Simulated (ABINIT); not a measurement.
# SiTe (P6/mmm) in ABINIT: a series of runs

Runs on SiTe. Level: LDA. Tasks: single point.

All numbers are computed with ABINIT 10.8.3 (patched build); they aren't measurements. Logs are shortened: lines on timing, memory, paths and dates and some standing lists are left out, and cuts for length are marked. The log counts tension as positive stress, the text compression.

**1. The structure**

It takes space group P6/mmm (No. 191, hexagonal). Conventional cell: a = 3.714 Å, b = 3.714 Å, c = 4.976 Å, α = 90.00°, β = 90.00°, γ = 120.00°. Around Si (site symmetry 6/mmm) lie 2 Te at 2.49 Å. Around Te (site symmetry 6/mmm) lie 2 Si at 2.49 Å.

The cell was built by a generator and needn't be a form met in nature.

**2. Single point, LDA**

Contents of run.abi:

```
# Pseudopotentials
pp_dirpath "./"
pseudos "Si.upf, Te.upf"

# Structure
acell 3*1.0
rprim
     7.0190775481     0.0000000000     0.0000000000
    -3.5095387740     6.0786994673     0.0000000000
     0.0000000000     0.0000000000     9.4039812325
ntypat 2
znucl 14 52
natom 2
typat 1 2
xred
     0.0000000000     0.0000000000     0.5000000000
     0.0000000000     0.0000000000     0.0000000000

# Plane-wave basis
ecut 40.0

# k points
kptopt 1
ngkpt 6 6 4
nshiftk 1
shiftk 0.0 0.0 0.0

# Exchange and correlation
ixc 7

# Bands and occupations
nband 14
occopt 3
tsmear 0.00183747

# SCF cycle
nstep 100
tolvrs 1.0e-10

# Output
iomode 3
prtwf 0
prteig 0
prtebands 0
enunit 1
prtvol 2
prtden 1
prtvha 1
prtvclmb 1
prtpot 1
prtelf 1
```

Potentials or basis: PseudoDojo NC SR LDA v0.4.1 standard.

On the command line:

```
abinit run.abi > log 2>&1
```

run.abo:

```text
.Version 10.8.3 of ABINIT
 Symmetries : space group P6/m m m (#191); Bravais hP (primitive hexag.)
================================================================================
 Values of the parameters that define the memory need of the present run
     intxc =       0    ionmov =       0      iscf =       7    lmnmax =       6
     lnmax =       6     mgfft =      54  mpssoang =       3    mqgrid =    3001
     natom =       2  nloc_mem =       1    nspden =       1   nspinor =       1
    nsppol =       1      nsym =      24    n1xccc =    2501    ntypat =       2
    occopt =       3   xclevel =       1
       mpw =        4881          nfft =       86400          nkpt =          21
================================================================================
================================================================================

--------------------------------------------------------------------------------
------------- Echo of variables that govern the present computation ------------
--------------------------------------------------------------------------------
 -outvars: echo values of preprocessed input variables --------
            acell      1.0000000000E+00  1.0000000000E+00  1.0000000000E+00 Bohr
              amu      2.80855000E+01  1.27600000E+02
             ecut      4.00000000E+01 Hartree
           enunit           1
              ixc           7
         kptrlatt        6    0    0      0    6    0      0    0    4
          kptrlen      3.76159249E+01
            natom           2
            nband          14
            ngfft          40      40      54
             nkpt          21
            nstep         100
             nsym          24
           ntypat           2
           occopt           3
        prtebands           0
           prteig           0
           prtelf           1
           prtpot           1
         prtvclmb           1
           prtvha           1
           prtvol           2
            prtwf           0
            rprim      7.0190775481E+00  0.0000000000E+00  0.0000000000E+00
                      -3.5095387740E+00  6.0786994673E+00  0.0000000000E+00
                       0.0000000000E+00  0.0000000000E+00  9.4039812325E+00
          spgroup         191
           tolvrs      1.00000000E-10
           tsmear      1.83747000E-03 Hartree
            typat      1  2
           xangst      0.0000000000E+00  0.0000000000E+00  2.4881862783E+00
                       0.0000000000E+00  0.0000000000E+00  0.0000000000E+00
[... 212 lines left out ...]
 kpt#   1, nband= 14, wtk=  0.00694, kpt=  0.0000  0.0000  0.0000 (reduced coord)
 -33.29006  -33.21389  -33.21389  -33.13208  -33.13208   -9.23216   -2.26355   -2.03340
   3.80952    3.80952    8.10437    8.27726    8.27726   11.24560
 kpt#   2, nband= 14, wtk=  0.04167, kpt=  0.1667  0.0000  0.0000 (reduced coord)
 -33.28885  -33.21475  -33.21412  -33.13202  -33.12960   -8.99526   -1.98084   -1.84240
   2.09225    3.42383    6.95067    7.93184    9.04459   10.21825
 kpt#   3, nband= 14, wtk=  0.04167, kpt=  0.3333  0.0000  0.0000 (reduced coord)
 -33.28646  -33.21647  -33.21457  -33.13186  -33.12462   -8.42973   -1.40809   -1.25792
  -0.15746    2.80537    4.80559    7.37711    7.99912    8.07818
 kpt#   4, nband= 14, wtk=  0.02083, kpt=  0.5000  0.0000  0.0000 (reduced coord)
 -33.28529  -33.21733  -33.21480  -33.13175  -33.12213   -8.07607   -1.16040   -1.15538
  -0.70340    2.54544    3.72793    7.14338    7.23327    7.55944
 kpt#   5, nband= 14, wtk=  0.04167, kpt=  0.1667  0.1667  0.0000 (reduced coord)
 -33.28704  -33.21588  -33.21462  -33.13134  -33.12645   -8.58786   -1.52554   -1.46935
   0.59692    2.39353    5.59058    7.00477    8.75250   10.00311
 kpt#   6, nband= 14, wtk=  0.08333, kpt=  0.3333  0.1667  0.0000 (reduced coord)
 -33.28523  -33.21690  -33.21523  -33.13018  -33.12377   -8.08898   -1.16105   -0.81202
[... 31 lines left out ...]
 kpt#  17, nband= 14, wtk=  0.04167, kpt=  0.3333  0.0000  0.5000 (reduced coord)
 -33.28542  -33.21649  -33.21459  -33.13185  -33.12461   -7.91940   -4.77455    0.59834
   2.28669    3.52873    5.36528    5.68957    6.30555    9.55499
 kpt#  18, nband= 14, wtk=  0.02083, kpt=  0.5000  0.0000  0.5000 (reduced coord)
 -33.28425  -33.21736  -33.21482  -33.13175  -33.12213   -7.57525   -4.38207   -0.37246
   1.36292    3.26633    5.12152    5.91970    6.59521    9.15307
 kpt#  19, nband= 14, wtk=  0.04167, kpt=  0.1667  0.1667  0.5000 (reduced coord)
 -33.28599  -33.21590  -33.21463  -33.13133  -33.12645   -8.07404   -4.94597    1.34882
   2.96795    3.15564    4.87516    5.67717    6.19122   11.39433
 kpt#  20, nband= 14, wtk=  0.08333, kpt=  0.3333  0.1667  0.5000 (reduced coord)
 -33.28419  -33.21693  -33.21524  -33.13018  -33.12377   -7.58746   -4.39862    0.08993
   1.80898    2.23022    3.91845    6.06259    6.63403   11.05430
 kpt#  21, nband= 14, wtk=  0.01389, kpt=  0.3333  0.3333  0.5000 (reduced coord)
 -33.28354  -33.21636  -33.21636  -33.12636  -33.12636   -7.40905   -4.19157    0.65864
   0.65864    2.35307    2.35307    6.23920    6.80881   13.50224
 Total charge density [el/Bohr^3]
)     Maximum=    1.5776E+00  at reduced coord.    0.9250    0.9250    0.9444
)Next maximum=    1.5776E+00  at reduced coord.    0.0000    0.9250    0.9444
)     Minimum=    1.0658E-04  at reduced coord.    0.0000    0.0000    0.0000
)Next minimum=    1.7172E-03  at reduced coord.    0.0000    0.0000    0.5000
   Integrated=    2.0000E+01

--- !EnergyTerms
iteration_state     : {dtset: 1, }
comment             : Components of total free energy in Hartree
kinetic             :  5.82044869875675E+01
hartree             :  3.22662838528869E+01
xc                  : -2.57243364417824E+01
Ewald energy        : -5.67549418823092E+01
psp_core            :  2.13465299683328E+00
local_psp           : -9.07401677508813E+01
non_local_psp       : -2.82079484500974E+01
internal            : -1.08821970687783E+02
'-kT*entropy'       : -4.32857682799571E-04
total_energy        : -1.08822403545465E+02
total_energy_eV     : -2.96120845509167E+03
band_energy         : -1.27424140054857E+01
...

 Cartesian components of stress tensor (hartree/bohr^3)
  sigma(1 1)=  1.71931543E-04  sigma(3 2)=  0.00000000E+00
  sigma(2 2)=  1.71931543E-04  sigma(3 1)=  0.00000000E+00
  sigma(3 3)= -2.97172111E-04  sigma(2 1)= -4.51747679E-14

-Cartesian components of stress tensor (GPa)         [Pressure= -4.5790E-01 GPa]
- sigma(1 1)=  5.05840062E+00  sigma(3 2)=  0.00000000E+00
- sigma(2 2)=  5.05840065E+00  sigma(3 1)=  0.00000000E+00
- sigma(3 3)= -8.74310537E+00  sigma(2 1)= -1.32908756E-09

== END DATASET(S) ==============================================================
================================================================================

 -outvars: echo values of variables after computation  --------
            acell      1.0000000000E+00  1.0000000000E+00  1.0000000000E+00 Bohr
           etotal     -1.0882240355E+02
            fcart     -0.0000000000E+00 -0.0000000000E+00 -0.0000000000E+00
                      -0.0000000000E+00 -0.0000000000E+00 -0.0000000000E+00
            rprim      7.0190775481E+00  0.0000000000E+00  0.0000000000E+00
                      -3.5095387740E+00  6.0786994673E+00  0.0000000000E+00
                       0.0000000000E+00  0.0000000000E+00  9.4039812325E+00
           strten      1.7193154261E-04  1.7193154349E-04 -2.9717211125E-04
                       0.0000000000E+00  0.0000000000E+00 -4.5174767896E-14
           xangst      0.0000000000E+00  0.0000000000E+00  2.4881862783E+00
                       0.0000000000E+00  0.0000000000E+00  0.0000000000E+00
             xred      0.0000000000E+00  0.0000000000E+00  5.0000000000E-01
                       0.0000000000E+00  0.0000000000E+00  0.0000000000E+00
 Calculation completed.
```

Run time: 32 s. Hardware: 1 thread of Arm Neoverse V2, shared host; peak memory 0.08 GiB.

What came out:

```yaml
Free_energy: -2961.2085 eV
Pressure: -0.5 GPa
Band_gap_on_the_k_mesh: none (metal or under the smearing width)
Valence_electrons_inside_the_program's_atomic_spheres: Si 1.63; Te 11.98
```

Stress tensor (GPa, compression positive):
```
-5.06  0.00  0.00
 0.00 -5.06  0.00
 0.00  0.00  8.74
```

Levels at points of the mesh, in eV from the Fermi level:
```
           k point  band 8  band 9  band 10  band 11  band 12  band 13
(0.00, 0.00, 0.00)   -5.51    0.33     0.33     4.63     4.80     4.80
(0.50, 0.00, 0.00)   -4.63   -4.18    -0.93     0.25     3.67     3.76
(0.00, 0.00, 0.50)    1.05    1.05     1.13     2.03     2.88     2.88
(0.50, 0.00, 0.50)   -3.85   -2.11    -0.21     1.64     2.44     3.12
```

**3. Single point, LDA**

Contents of run.abi:

```
# Pseudopotentials
pp_dirpath "./"
pseudos "Si.upf, Te.upf"

# Structure
acell 3.71433588 3.7143358798 4.97637256 Angstrom
rprim
     1.0000000000     0.0000000000     0.0000000000
    -0.5000000000     0.8660254038     0.0000000000
     0.0000000000     0.0000000000     1.0000000000
ntypat 2
znucl 14 52
natom 2
typat 1 2
xred
     0.0000000000     0.0000000000     0.5000000000
     0.0000000000     0.0000000000     0.0000000000

# Plane-wave basis
ecut 39.0

# k points
kptopt 1
ngkpt 6 6 4
nshiftk 1
shiftk 0.0 0.0 0.0

# Exchange and correlation
ixc 7

# Bands and occupations
nband 18
occopt 3
tsmear 0.05 eV

# SCF cycle
nstep 100
tolvrs 1.0e-10

# Output
iomode 3
prtwf 0
prtden 0
prteig 0
prtebands 0
enunit 1
```

Potentials or basis: PseudoDojo NC SR LDA v0.4 stringent.

On the command line:

```
abinit run.abi > log 2>&1
```

run.abo:

```text
.Version 10.8.3 of ABINIT
 Symmetries : space group P6/m m m (#191); Bravais hP (primitive hexag.)
================================================================================
 Values of the parameters that define the memory need of the present run
     intxc =       0    ionmov =       0      iscf =       7    lmnmax =       6
     lnmax =       6     mgfft =      54  mpssoang =       3    mqgrid =    3001
     natom =       2  nloc_mem =       1    nspden =       1   nspinor =       1
    nsppol =       1      nsym =      24    n1xccc =    2501    ntypat =       2
    occopt =       3   xclevel =       1
       mpw =        4698          nfft =       86400          nkpt =          21
================================================================================
================================================================================

--------------------------------------------------------------------------------
------------- Echo of variables that govern the present computation ------------
--------------------------------------------------------------------------------
 -outvars: echo values of preprocessed input variables --------
            acell      7.0190775528E+00  7.0190775525E+00  9.4039812389E+00 Bohr
              amu      2.80855000E+01  1.27600000E+02
             ecut      3.90000000E+01 Hartree
           enunit           1
              ixc           7
         kptrlatt        6    0    0      0    6    0      0    0    4
          kptrlen      3.76159250E+01
            natom           2
            nband          18
            ngfft          40      40      54
             nkpt          21
[... 161 lines left out ...]
kinetic             :  9.57906544325615E+01
hartree             :  1.14910882521041E+02
xc                  : -3.80677805113453E+01
Ewald energy        : -1.19114586145901E+02
psp_core            :  2.51778086697634E+00
local_psp           : -3.26099048225629E+02
non_local_psp       : -1.50820532934118E+01
internal            : -2.85144150355708E+02
'-kT*entropy'       : -4.31699424604925E-04
total_energy        : -2.85144582055133E+02
total_energy_eV     : -7.75917935825104E+03
band_energy         : -4.62740287040474E+01
...

 Cartesian components of stress tensor (hartree/bohr^3)
  sigma(1 1)=  4.86965452E-04  sigma(3 2)=  0.00000000E+00
  sigma(2 2)=  4.86965452E-04  sigma(3 1)=  0.00000000E+00
  sigma(3 3)=  2.22766859E-05  sigma(2 1)= -2.10216095E-13

-Cartesian components of stress tensor (GPa)         [Pressure= -9.7698E+00 GPa]
- sigma(1 1)=  1.43270182E+01  sigma(3 2)=  0.00000000E+00
- sigma(2 2)=  1.43270182E+01  sigma(3 1)=  0.00000000E+00
- sigma(3 3)=  6.55402728E-01  sigma(2 1)= -6.18477103E-09

== END DATASET(S) ==============================================================
================================================================================

 -outvars: echo values of variables after computation  --------
            acell      7.0190775528E+00  7.0190775525E+00  9.4039812389E+00 Bohr
           etotal     -2.8514458206E+02
            fcart     -0.0000000000E+00 -0.0000000000E+00 -0.0000000000E+00
                      -0.0000000000E+00 -0.0000000000E+00 -0.0000000000E+00
            rprim      1.0000000000E+00  0.0000000000E+00  0.0000000000E+00
                      -5.0000000000E-01  8.6602540380E-01  0.0000000000E+00
                       0.0000000000E+00  0.0000000000E+00  1.0000000000E+00
           strten      4.8696545190E-04  4.8696545238E-04  2.2276685935E-05
                       0.0000000000E+00  0.0000000000E+00 -2.1021609465E-13
           xangst      0.0000000000E+00  0.0000000000E+00  2.4881862800E+00
                       0.0000000000E+00  0.0000000000E+00  0.0000000000E+00
             xred      0.0000000000E+00  0.0000000000E+00  5.0000000000E-01
                       0.0000000000E+00  0.0000000000E+00  0.0000000000E+00
 Calculation completed.
```

It took 29 s on 1 thread of Intel Xeon 6975P-C (Granite Rapids), shared host; peak memory 0.09 GiB.

What came out:

```yaml
Free_energy: -7759.1794 eV
Pressure: -9.8 GPa
Band_gap_on_the_k_mesh: none (metal or under the smearing width)
Valence_electrons_inside_the_program's_atomic_spheres: Si 1.63; Te 19.97
```

Stress tensor (GPa, compression positive):
```
-14.33   0.00   0.00
  0.00 -14.33   0.00
  0.00   0.00  -0.66
```

Spin-orbit coupling is left out, which matters for the levels of Te.
